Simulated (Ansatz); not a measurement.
# H₅InN₂O: a ladder of functionals and wavefunction methods

Aim: compute H₅InN₂O with functionals from several rungs and with coupled cluster, and see how far each lands from CCSD(T) at the basis-set limit for the atomisation energy.

Method: functionals in def2-TZVPP, the program's frozen cores in correlated methods; program: Ansatz 0.2.0, Gaussian basis.

Plan: LDA (SPW92), PBE-D4, revPBE-D4, BLYP-D4, r2SCAN-D4, B97M-V, PBE0-D4, B3LYP-D4, r2SCANh-D4, r2SCAN0-D4, HSE06-D4, BHLYP-D4, CAM-B3LYP-D4, LC-ωPBE, ωB97X-V, ωB97M-V, B2PLYP, PBE-QIDH; CCSD(T)/def2-SVP; CCSD(T)/def2-TZVPP; MP2/def2-QZVPP; extrapolation to the limit; RPA on PBE.

### 1 Structure used throughout

The geometry comes from an earlier relaxation with PBE0-D4 in a triple-zeta def2 set; it is a stationary point, not always the lowest conformer. In takes the def2 core potential; no spin-orbit term is included.

9 atoms, charge 0, spin multiplicity 1.

Atoms are counted from 1 here; the program's logs count them from 0.

Bond lengths: N1–In2 2.022 Å, N1–H5 1.010 Å, N1–H6 1.011 Å, In2–N3 2.014 Å, In2–O4 1.990 Å, N3–H7 1.010 Å, N3–H8 1.011 Å, O4–H9 0.959 Å. Angles: In2–N1–H5 116.2°, In2–N1–H6 115.5°, H5–N1–H6 108.4°, N1–In2–N3 126.9°, N1–In2–O4 118.4°, N3–In2–O4 113.7°, In2–N3–H7 116.8°, In2–N3–H8 114.4°, H7–N3–H8 108.8°, In2–O4–H9 113.4°.

### 2 LDA

This LDA is Slater exchange with PW92 correlation.

File in.yaml:

```yaml
crystal:
  periodic: [false, false, false]
  atoms:
    - {symbol: N, position_ang: [0.929345, 0.243559, -1.615500]}
    - {symbol: In, position_ang: [-0.115675, 0.133522, 0.112486]}
    - {symbol: N, position_ang: [0.261329, -1.077325, 1.677101]}
    - {symbol: O, position_ang: [-1.447773, 1.558398, 0.505188]}
    - {symbol: H, position_ang: [1.359335, -0.614016, -1.932666]}
    - {symbol: H, position_ang: [0.439692, 0.661389, -2.394460]}
    - {symbol: H, position_ang: [0.553826, -2.019787, 1.462500]}
    - {symbol: H, position_ang: [-0.479593, -1.115317, 2.363432]}
    - {symbol: H, position_ang: [-1.500486, 2.229576, -0.178081]}
basis:
  gaussian: {orbitals: def2-TZVPP}
hamiltonian: {xc: lda}
output: {orbitals: {seedname: orbitals}}
```

The run is started by

```bash
> ansatz run in.yaml --threads 4 --pin off --events-out ev --progress --plain --max-ram 10444MiB
```

After this run come: PBE-D4 (GGA); revPBE-D4 (GGA); BLYP-D4 (GGA); r2SCAN-D4 (meta-GGA); B97M-V (meta-GGA); B3LYP-D4 (hybrid); r2SCANh-D4 (hybrid); r2SCAN0-D4 (hybrid); HSE06-D4 (hybrid); BHLYP-D4 (hybrid); CAM-B3LYP-D4 (range-separated); LC-ωPBE (range-separated); ωB97X-V (range-separated); ωB97M-V (range-separated); B2PLYP (double hybrid); PBE-QIDH (double hybrid); CCSD(T) in def2-SVP; CCSD(T) in def2-TZVPP; MP2 in def2-QZVPP; RPA on PBE orbitals.

Before running them: what should the planned runs give, taken together? Wanted: atomisation energy, CCSD(T)/CBS; farthest beyond LDA; mean size of error, GGA; mean size of error, meta-GGA; mean size of error, hybrid; mean size of error, range-separated; mean size of error, double hybrid; gap, smallest and largest; T1 diagnostic.

The runs gave:

| quantity | value |
| --- | --- |
| atomisation energy, CCSD(T)/CBS | 29.451 eV |
| functionals within 0.295 eV (1.0 %) | BLYP-D4, CAM-B3LYP-D4, ωB97X-V, ωB97M-V |
| farthest beyond LDA | BHLYP-D4 (-1.804 eV) |
| mean size of error, GGA | 0.387 eV |
| mean size of error, meta-GGA | 0.554 eV |
| mean size of error, hybrid | 0.982 eV |
| mean size of error, range-separated | 0.221 eV |
| mean size of error, double hybrid | 0.838 eV |
| gap, smallest and largest | 3.65 eV (BLYP-D4), 11.02 eV (LC-ωPBE) |
| T1 diagnostic | 0.0152 |
| triples share of the correlation energy | 3.6 % |

LDA overbinds by 4.579 eV (16 %). PBE-D4 is off by +0.311 eV. Double hybrids carry the basis error of their MP2 part in triple zeta, and no dispersion term here, so their miss is partly the set-up's. By mean error the best rung here is range-separated (0.221 eV) and the worst beyond LDA is hybrid (0.982 eV). The mean of the hybrids holds BHLYP, with half exact exchange. Misses under about 0.295 eV are within the doubt on the reference itself, which lacks core-valence correlation, spin-orbit coupling and higher excitations, and its outer-core shells are covered unevenly. All levels share the lack of spin-orbit coupling, which lowers the free heavy atoms and so the true binding. Hartree-Fock recovers 61 % of the binding; the rest is correlation. CCSD(T) in def2-SVP is off by -3.196 eV, worse than the median functional, from the basis alone. Orbital gaps span 3.6 to 11.0 eV; exact exchange widens them. Correlated methods include outer-core shells of In, which these sets cover unevenly.
